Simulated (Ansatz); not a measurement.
What does this script print? It uses Ansatz 0.2.0, Python API.

`md_bh3sesi.py`
```python
"""A short Born-Oppenheimer trajectory of BH3SeSi."""

import logging
import sys

import ansatz
from ase import Atoms
import numpy as np

logging.basicConfig(stream=sys.stdout, format="%(name)s: %(message)s")
logger = logging.getLogger("calc")
logger.setLevel(logging.INFO)


def main() -> None:
    atoms = Atoms(["B", "Si", "Se", "H", "H", "H"], positions=[
        (-0.5667, -0.9574, -0.5342),
        (0.525, 0.5202, 0.2425),
        (-1.4734, 1.0254, -0.3234),
        (-0.7423, -2.0591, -0.4274),
        (1.5637, 1.0152, -0.694),
        (0.7357, 0.3917, 1.6904),
    ])
    geometry = ansatz.Crystal.molecule_from_ase(atoms)

    job = geometry.calculation()
    job = job.basis(gaussian="def2-SVP")
    job = job.functional("HF")
    symbols = [site.symbol for site in geometry.cartesian_sites]
    start = np.array([site.position_ang for site in geometry.cartesian_sites], dtype=float)
    r = job.relax(force_tolerance=0.02).run(threads=1, pin="off").report
    end = np.array(r["positions_ang"])
    minimum = ansatz.Crystal.molecule()
    for symbol, place in zip(symbols, end):
        minimum = minimum.atom(symbol, place.tolist())

    # dynamics from the relaxed geometry
    job = (
        minimum.calculation()
        .basis(gaussian="def2-SVP")
        .functional("HF")
        .md("nve", timestep=0.5, steps=40, temperature=200, initial_velocities="maxwell_boltzmann", seed=10)
    )
    frames = []
    out = job.session().plan().execute(on_event=lambda e: frames.append(e["data"]) if e["event"] == "md_step" else None)
    logger.info("t (fs)   E_pot (eV)      E_kin (eV)   T (K)   d(0-1) (A)")
    for f in frames[::3]:
        xyz = np.array(f["positions_ang"])
        logger.info(f"{f['time_fs']:6.2f} {f['lagrangian_ev']:14.5f} {f['e_kin_ev']:10.5f} {f['temperature_k']:8.1f} {np.linalg.norm(xyz[0] - xyz[1]):9.4f}")
    kept = np.array([f["conserved_ev"] for f in frames])
    logger.info(f"conserved energy moves by at most {1000 * np.ptp(kept):.3f} meV")


if __name__ == "__main__":
    main()
```

Running `python md_bh3sesi.py` prints:
```text
calc: t (fs)   E_pot (eV)      E_kin (eV)   T (K)   d(0-1) (A)
calc:   0.00   -73873.34910    0.10341    200.0    1.9534
calc:   1.50   -73873.32630    0.08094    156.5    1.9510
calc:   3.00   -73873.30169    0.05668    109.6    1.9468
calc:   4.50   -73873.31373    0.06827    132.0    1.9404
calc:   6.00   -73873.31309    0.06749    130.5    1.9332
calc:   7.50   -73873.28042    0.03519     68.1    1.9275
calc:   9.00   -73873.25922    0.01418     27.4    1.9247
calc:  10.50   -73873.27191    0.02659     51.4    1.9254
calc:  12.00   -73873.28504    0.03945     76.3    1.9287
calc:  13.50   -73873.26976    0.02451     47.4    1.9328
calc:  15.00   -73873.26648    0.02141     41.4    1.9356
calc:  16.50   -73873.29423    0.04873     94.2    1.9369
calc:  18.00   -73873.30490    0.05941    114.9    1.9377
calc:  19.50   -73873.29460    0.04940     95.5    1.9399
calc: conserved energy moves by at most 0.686 meV
```

Caveats:
- The settings weren't tested for convergence.
- The trajectory is only some femtoseconds long, so its temperature is not equilibrated; where the script doesn't relax first, it starts from a rough generated geometry.
- The temperature counts the internal degrees of freedom alone.
- Hardware and time: 42 s on 1 thread of Intel(R) Xeon(R) 6975P-C (Granite Rapids), with other jobs on the host, peak memory 0.23 GiB.

(Lines on the test bed's own set-up are left out of the output.)
